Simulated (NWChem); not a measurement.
**VO2 (SMILES [O]=[V]=[O]): a first try and a second**

Aim: a single-point energy of VO2 at UTPSS0/STO-3G (density fitting with weigend coulomb fitting, esp resp).

Program for the calculation: NWChem 7.3.0.

2 further runs of the same task are left out: 1 that didn't finish, 1 set aside as unsound or not needed.

## (1) Starting point

The species is VO2 (3 atoms), meant as a doublet with charge 0. SMILES: `[O]=[V]=[O]`. Geometry: a GFN2-xTB relaxation, a rough one for these elements and not checked as a minimum.

Bond lengths: V1–O2 1.526 Å, V1–O3 1.526 Å. Angles: O2–V1–O3 109.9°.

## (2) Try one

Contents of run.nw:

```
start run
title "VO2"
memory total 2200 mb
geometry units angstroms noautosym nocenter noautoz
 V     -0.851200     0.024430     0.282340
 O      1.246790    -0.018680     0.301720
 O     -1.251200     0.024430     0.282340
end
basis cartesian
 * library STO-3G
end
basis "cd basis" spherical
 * library "weigend coulomb fitting"
end
dft
 xc xtpss03 0.75 ctpss03 1.0 hfexch 0.25
 mult 2
 grid medium
 maxiter 60
 mulliken
 noprint "final vectors analysis"
end
esp
 restrain
 range 0.4
 spacing 0.035
 recalculate
end
task dft energy
task esp
```

Run with:

```sh
$ nwchem run.nw > run.out
```

What it wrote:

```text
Northwest Computational Chemistry Package (NWChem) 7.3.0
             --------------------------------------------------------

           Job information
           ---------------

    nwchem branch   = 7.3.0
    use scalapack   = T
    input           = run.nw
    prefix          = run.
    data base       = ./run.db
    status          = startup
    nproc           =        1

           Memory information
           ------------------

    heap     =     72089596 doubles =      550.0 Mbytes
    stack    =     72089601 doubles =      550.0 Mbytes
    global   =    144179200 doubles =     1100.0 Mbytes (distinct from heap & stack)
    total    =    288358397 doubles =     2200.0 Mbytes
    verify   = yes
    hardfail = no

           Directory information
           ---------------------

  0 permanent = .
  0 scratch   = .

[... 128 lines left out ...]
          Convergence on energy requested:  1.00D-06
[... 1 line left out ...]
          Convergence on gradient requested:  5.00D-04
[... 20 lines left out ...]
          Convergence Information
[... 2 lines left out ...]
          total energy or number of iterations.
[... 27 lines left out ...]
 1-e energy   =   -1997.161782
[... 52 lines left out ...]
   convergence    iter        energy       DeltaE   RMS-Dens  Diis-err    time
[... 243 lines left out ...]
      Calculation failed to converge
[... 2 lines left out ...]
         Total DFT energy =    -1043.809172889949
[... 1 line left out ...]
           Coulomb energy =      687.521602062084
[... 1 line left out ...]
 Nuclear repulsion energy =      303.375600682028
[... 78 lines left out ...]
     L   x y z        total         alpha         beta         nuclear
     -   - - -        -----         -----         ----         -------
     0   0 0 0     -0.000000    -20.000000    -19.000000     39.000000

     1   1 0 0     -1.864713     15.806521     19.391735    -37.062969
[... 8 lines of this table left out ...]
     2   0 0 2    -15.121641    -13.363751    -13.183409     11.425520

 ------------------------------------------------------------------------
 dft energy failed                                                                                  0
 ------------------------------------------------------------------------
 ------------------------------------------------------------------------
  current input line :
    29: task dft energy
 ------------------------------------------------------------------------
 ------------------------------------------------------------------------
 This type of error is most commonly associated with calculations not reaching convergence criteria
 ------------------------------------------------------------------------

0:dft energy failed:Received an Error in Communication
  Errorcode: -1
```

Run time: 11 s. Hardware: 1 thread of Intel Xeon 6975P-C (Granite Rapids), shared host; peak memory 0.11 GiB.

## (3) What went wrong

The iterations ended before the threshold was met.

The log says `This type of error is most commonly associated with calculations not reaching convergence criteria`. What is wrong: two atoms lie on top of or far too near each other. As the program read them, the closest atoms are 0.40 Å apart, against 1.53 Å in the sound input.

## (4) The mended input

Contents of run.nw:

```
start run
title "O2V"
memory total 2200 mb
charge 0

geometry noautosym nocenter noautoz
   V        0.004410      -0.005750      -0.584070
   O        1.246790      -0.018680       0.301720
   O       -1.251200       0.024430       0.282340
end

basis
   * library STO-3G
end

basis "cd basis" spherical
   * library "weigend coulomb fitting"
end

dft
   xc xtpss03 0.75 ctpss03 1.0 hfexch 0.25
   mult 2
   grid medium
   iterations 150
   mulliken
end

esp
   restrain
   range 0.4
   spacing 0.035
   recalculate
end

task dft energy
task esp
```

Run with:

```sh
$ nwchem run.nw > run.out
```

What it wrote:

```text
[...]
          Wavefunction type:  spin polarized.
          No. of atoms     :     3
          No. of electrons :    39
[...]
          Charge           :     0
          Spin multiplicity:     2
[...]
          AO basis - number of functions:    29
[...]
              XC Information
              --------------
                     Hartree-Fock (Exact) Exchange  0.250
                  TPSS metaGGA Exchange Functional  0.750
             TPSS03 metaGGA Correlation Functional  1.000
[...]
 d= 0,ls=0.0,diis     1  -1081.8506144351 -1.22D+03  1.94D-01  1.48D+00     0.3
[...]
 d= 0,ls=0.0,diis    14  -1082.7665796169 -8.45D-09  4.10D-06  1.64D-10     2.5
[...]
         Total DFT energy =    -1082.766579616851
      One electron energy =    -1766.187402019733
           Coulomb energy =      604.414714538858
    Exchange-Corr. energy =      -62.174761559330
 Nuclear repulsion energy =      141.180869423353
[...]
      Total Density - Mulliken Population Analysis
     ---------------------------------------------
    Atom       Charge   Shell Charges
 -----------   ------   -------------------------------------------------------
    1 V   23    22.43   2.00  1.96  5.99  2.41  5.90  0.86  0.98  2.33
    2 O    8     8.29   2.00  1.89  4.40
    3 O    8     8.29   2.00  1.89  4.40
[...]
      <S2> =      0.7622 (Exact =     0.7500)
[...]
 Dipole moment                                  1.072635    1.072077    1.072077
 Quadrupole moment Qxx                         -7.216675   -7.212926   -7.212926
                   Qyy                          3.607051    3.605177    3.605177
                   Qzz                          3.609624    3.607749    3.607749
[...]
```

Wall time 3.9 s (1 thread of Intel Xeon 6975P-C (Granite Rapids), shared host); peak memory 0.11 GiB.

## (5) Outcome

Level: UTPSS0/STO-3G (density fitting with weigend coulomb fitting, esp resp).

| quantity | value |
| --- | --- |
| total energy | -1082.76658 Eh |
| dipole moment | 2.56 D |
| HOMO energy (highest over α and β) | -3.82 eV |
| LUMO energy (lowest over α and β) | -0.16 eV |
| ⟨S²⟩ | 0.762 |

**Reading.** Mulliken charges run from -0.29 on O2 to +0.57 on V1; they depend strongly on the basis.
